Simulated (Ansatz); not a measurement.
# F2H4OSi2: up Jacob's ladder to CCSD(T)

How much do the methods differ for F2H4OSi2? The plan is to run it at one geometry with functionals of several rungs and with coupled cluster. The yardstick is the atomisation energy at the CCSD(T) limit.

Method: functionals in def2-TZVPP, the program's frozen cores in correlated methods; program: Ansatz 0.2.0, Gaussian basis.

Plan: LDA (SPW92), PBE-D4, revPBE-D4, BLYP-D4, r2SCAN-D4, B97M-V, PBE0-D4, B3LYP-D4, r2SCANh-D4, r2SCAN0-D4, HSE06-D4, BHLYP-D4, CAM-B3LYP-D4, LC-ωPBE, ωB97X-V, ωB97M-V, B2PLYP, PBE-QIDH; CCSD(T)/def2-SVP; CCSD(T)/def2-TZVPP; MP2/def2-QZVPP; extrapolation to the limit; RPA on PBE.

**1. The relaxed structure**

All runs share one geometry, relaxed beforehand with PBE0-D4 in a triple-zeta def2 set.

9 atoms, charge 0, spin multiplicity 1.

Atoms are counted from 1 here; the program's logs count them from 0.

Bond lengths: F1–Si2 1.593 Å, Si2–O3 1.622 Å, Si2–H6 1.477 Å, Si2–H7 1.476 Å, O3–Si4 1.622 Å, Si4–F5 1.593 Å, Si4–H8 1.476 Å, Si4–H9 1.477 Å. Angles: F1–Si2–O3 109.2°, F1–Si2–H6 107.6°, F1–Si2–H7 107.9°, O3–Si2–H6 110.1°, O3–Si2–H7 108.4°, H6–Si2–H7 113.4°, Si2–O3–Si4 153.0°, O3–Si4–F5 109.2°, O3–Si4–H8 108.4°, O3–Si4–H9 110.2°, F5–Si4–H8 107.9°, F5–Si4–H9 107.6°, H8–Si4–H9 113.4°.

Coordinates:

```
F     1.9739    0.5192    1.2576
Si    1.4693    0.5400   -0.2532
O     0.0646   -0.2635   -0.3576
Si   -1.4337   -0.6253    0.1463
F    -2.2218    0.7235    0.4580
H     1.2778    1.9521   -0.6415
H     2.4721   -0.1642   -1.0758
H    -2.1391   -1.3199   -0.9483
H    -1.3747   -1.4082    1.3973
```

**2. LDA**

This LDA is Slater exchange with PW92 correlation.

Input file in.yaml:

```yaml
crystal:
  periodic: [false, false, false]
  atoms:
    - {symbol: F, position_ang: [1.973904, 0.519235, 1.257575]}
    - {symbol: Si, position_ang: [1.469298, 0.539988, -0.253161]}
    - {symbol: O, position_ang: [0.064601, -0.263504, -0.357589]}
    - {symbol: Si, position_ang: [-1.433700, -0.625279, 0.146286]}
    - {symbol: F, position_ang: [-2.221760, 0.723479, 0.458018]}
    - {symbol: H, position_ang: [1.277784, 1.952088, -0.641452]}
    - {symbol: H, position_ang: [2.472051, -0.164242, -1.075795]}
    - {symbol: H, position_ang: [-2.139121, -1.319876, -0.948286]}
    - {symbol: H, position_ang: [-1.374655, -1.408192, 1.397303]}
basis:
  gaussian: {orbitals: def2-TZVPP}
hamiltonian: {xc: lda}
output: {orbitals: {seedname: orbitals}}
```

Further steps of the session: PBE-D4 (GGA); revPBE-D4 (GGA); BLYP-D4 (GGA); r2SCAN-D4 (meta-GGA); B97M-V (meta-GGA); PBE0-D4 (hybrid); B3LYP-D4 (hybrid); r2SCANh-D4 (hybrid); r2SCAN0-D4 (hybrid); HSE06-D4 (hybrid); BHLYP-D4 (hybrid); CAM-B3LYP-D4 (range-separated); LC-ωPBE-D4 (range-separated); ωB97X-V (range-separated); ωB97M-V (range-separated); B2PLYP (double hybrid); PBE-QIDH (double hybrid); CCSD(T) in def2-SVP; CCSD(T) in def2-TZVPP; MP2 in def2-QZVPP; RPA on PBE orbitals.

Before running them: what should the planned runs give, taken together? Wanted: atomisation energy, CCSD(T)/CBS; farthest beyond LDA; mean size of error, GGA; mean size of error, meta-GGA; mean size of error, hybrid; mean size of error, range-separated; mean size of error, double hybrid; gap, smallest and largest; T1 diagnostic.

**Answer**, as computed:

```
                               quantity                                      value
        atomisation energy, CCSD(T)/CBS                                  35.943 eV
    functionals within 0.180 eV (0.5 %)                      CAM-B3LYP-D4, ωB97X-V
                    farthest beyond LDA                      revPBE-D4 (-1.395 eV)
                mean size of error, GGA                                   0.834 eV
           mean size of error, meta-GGA                                   0.322 eV
             mean size of error, hybrid                                   0.920 eV
    mean size of error, range-separated                                   0.276 eV
      mean size of error, double hybrid                                   0.727 eV
              gap, smallest and largest  7.19 eV (LDA (SPW92)), 14.78 eV (LC-ωPBE)
                          T1 diagnostic                                     0.0117
triples share of the correlation energy                                      2.9 %
```

The LDA atomisation energy is off by 4.024 eV (11 %): it overbinds. PBE-D4 is off by -0.506 eV. Double hybrids carry the basis error of their MP2 part in triple zeta, and no dispersion term here, so their miss is partly the set-up's. By mean error the best rung here is range-separated (0.276 eV) and the worst beyond LDA is hybrid (0.920 eV). The gap between the best rungs is small, so their order is not settled. The mean of the hybrids holds BHLYP, with half exact exchange. The reference freezes the cores and leaves out relativity and excitations past (T), so misses under about 0.180 eV can't be ranked. Hartree-Fock recovers 75 % of the binding; the rest is correlation. CCSD(T) in def2-SVP is off by -3.233 eV, so the small basis spoils what the method gains. The gap grows from 7.2 to 14.8 eV across the functionals, mostly with the share of exact exchange.
